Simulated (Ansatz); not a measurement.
# W4N: the cost of one run

Program: Ansatz 0.2.0. Level of theory: DFT PBE, scalar-relativistic, plane waves, PAW. These are calculated values, not measurements.

## (1) Starting point

Symmetry: P-4m2, No. 115, tetragonal system. The conventional cell has a = 4.122 Å, b = 4.122 Å, c = 4.196 Å, α = 90.00°, β = 90.00°, γ = 90.00°. W (site symmetry -4m2) is surrounded by 12 W at 2.80 to 3.09 Å. W (site symmetry 2mm) is surrounded by 2 N at 2.07 Å. W (site symmetry -4m2) has 2 N at 2.10 Å as nearest neighbours. N (site symmetry -4m2) has 6 W at 2.07 to 2.10 Å as nearest neighbours.

As a file:

```
W N
1.0
     4.12172    0.00000    0.00000
     0.00000    4.12172    0.00000
     0.00000    0.00000    4.19562
W N
4 1
Direct
  0.00000 0.00000 0.00000
  0.00000 0.50000 0.54911
  0.50000 0.00000 0.45089
  0.50000 0.50000 0.00000
  0.50000 0.50000 0.50000
```

It is the end of an earlier relaxation with the same method, from a generated guess; it is a trial structure. At a tolerance of 0.05 Å it has space group P-4m2 (No. 115); it has 14.26 Å³/atom, an uncorrected energy of +0.12 eV/atom over the elements.

## (2) Static run: bands, density of states and charges

Contents of input.yaml:

```yaml
crystal:
  lattice:
    - [4.1217203384, 0.0, 0.0]
    - [0.0, 4.1217203384, 0.0]
    - [0.0, 0.0, 4.195619861]
  atoms:
    - { symbol: W, position: [0.0, 0.0, 0.0] }
    - { symbol: W, position: [0.0, 0.5, 0.5491051637] }
    - { symbol: W, position: [0.5, 0.0, 0.4508948363] }
    - { symbol: W, position: [0.5, 0.5, 0.0] }
    - { symbol: "N", position: [0.5, 0.5, 0.5] }
basis:
  ecutwfc: 420
kpoints:
  mp_grid: { grid: [10, 10, 10] }
  band_path:
    path:
      - [[0.0, 0.0, 0.0], [0.0, 0.5, 0.0], [0.5, 0.5, 0.0], [0.0, 0.0, 0.0], [0.0, 0.0, 0.5], [0.0, 0.5, 0.5], [0.5, 0.5, 0.5], [0.0, 0.0, 0.5]]
      - [[0.0, 0.5, 0.0], [0.0, 0.5, 0.5]]
      - [[0.5, 0.5, 0.0], [0.5, 0.5, 0.5]]
    npoints: 14
hamiltonian:
  xc: pbe
scf:
  occupations: { method: gaussian, width: 0.1 }
  n_extra_bands: 12
output:
  forces: true
  stress: true
  eigenvalues: true
  populations: true
  dos: { projected: true, de: 0.02, nscf_kmesh: { grid: [12, 12, 12] } }
  bader: true
  write_density: true
  write_potential: true
  elf: true
  volumetric_format: npy
```

On the command line:

```console
> ansatz run input.yaml --threads 1 --pin off --max-ram 2560MiB --backend cpu --events-out ev --progress --plain --runs-dir out
```

What time and memory should one allow on 1 thread of Intel Xeon 6975P-C (Granite Rapids), shared host?

About 92 s, with a peak of 0.66 GiB.
